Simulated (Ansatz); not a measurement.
# GeH₃F + H₂S: a complex and its separated parts

Aim: how far the complex at one end of a reaction step lies below its separated, relaxed parts, level by level.

Method: PBE0-D4/def2-TZVP structures, single points in def2-TZVPP, no counterpoise correction; program: Ansatz 0.2.0, Gaussian basis.

Levels: SPW92, PBE-D4, BLYP-D4, r2SCAN-D4, B97M-V, PBE0-D4, B3LYP-D4, r2SCAN0-D4, BHLYP-D4, CAM-B3LYP-D4, wB97X-V, wB97M-V, B2PLYP, PBE-QIDH, RPA on PBE, Hartree-Fock, MP2, CCSD, CCSD(T).

Correlated methods freeze the cores. Filled d shells of the heavier atoms are correlated. B3LYP uses VWN-RPA correlation. B2PLYP carries no dispersion term here.

### Step 1. The system as given

The complex: 8 atoms, charge 0, spin multiplicity 1.

Atoms are counted from 1 here; the program's logs count them from 0.

Bond lengths: Ge1–H3 1.531 Å, Ge1–H4 1.534 Å, Ge1–H5 1.531 Å, Ge1–F7 1.751 Å, S2–H6 1.344 Å, S2–H8 1.341 Å. Angles: H3–Ge1–H4 112.5°, H3–Ge1–H5 113.3°, H3–Ge1–F7 106.3°, H4–Ge1–H5 112.7°, H4–Ge1–F7 104.9°, H5–Ge1–F7 106.4°, H6–S2–H8 92.4°.

As a file:

```csv
atom,x (Å),y (Å),z (Å)
Ge1,-0.93309,0.01206,-1.03692
S2,1.51899,-0.72032,1.81112
H3,0.46934,0.00660,-1.65142
H4,-1.99483,0.55688,-2.00136
H5,-1.32904,-1.33269,-0.42230
H6,0.65405,0.30664,1.75878
F7,-0.88759,1.16363,0.28171
H8,2.50219,0.00719,1.26038
```

Its parts: GeH₃F holds atoms 1, 3, 4, 5, 7; H₂S holds atoms 2, 6, 8. Each part counts its atoms afresh in its own runs.

### Step 2. Relaxing GeH₃F alone

Contents of relax-a/in.yaml:

```yaml
crystal:
  periodic: [false, false, false]
  atoms:
    - {symbol: Ge, position_ang: [-0.933093, 0.012059, -1.036920]}
    - {symbol: H, position_ang: [0.469335, 0.006602, -1.651416]}
    - {symbol: H, position_ang: [-1.994832, 0.556881, -2.001360]}
    - {symbol: H, position_ang: [-1.329043, -1.332692, -0.422296]}
    - {symbol: F, position_ang: [-0.887588, 1.163635, 0.281709]}
basis:
  gaussian: {orbitals: def2-TZVP}
hamiltonian: {xc: pbe0, dispersion: d4}
relax: {f_tol: 0.005, max_steps: 200}
```

The command line of these runs was not kept.

After this run come: Relaxing H₂S alone; wB97M-V/def2-TZVPP; CCSD(T)/def2-TZVPP; Vibrations of GeH₃F; Vibrations of H₂S.

Before running it: what results should come out? Wanted: complex less parts, CCSD(T)/def2-TZVPP; with zero-point energy; largest T1 diagnostic.

**Answer**, as computed:

```
                              quantity           value
complex less parts, CCSD(T)/def2-TZVPP  -2.78 kcal/mol
                with zero-point energy  -1.77 kcal/mol
                 largest T1 diagnostic           0.012
```

What this shows: At CCSD(T) the complex lies 2.78 kcal/mol below its parts. The functionals run from PBE-QIDH, off by +0.25 kcal/mol, to SPW92, off by -2.25 kcal/mol, against CCSD(T). Mean unsigned error by rung: LDA 2.25, GGA 0.73, meta-GGA 0.42, hybrid 0.55, range-separated hybrid 0.47, double hybrid 0.46 kcal/mol. PBE-D4 gives a relative energy 0.85 kcal/mol too low, an error of 30 % of the reference. No counterpoise was applied, and triple zeta lacks some correlation, so the CCSD(T) reference has a basis error of its own, and close matches with it are partly luck.
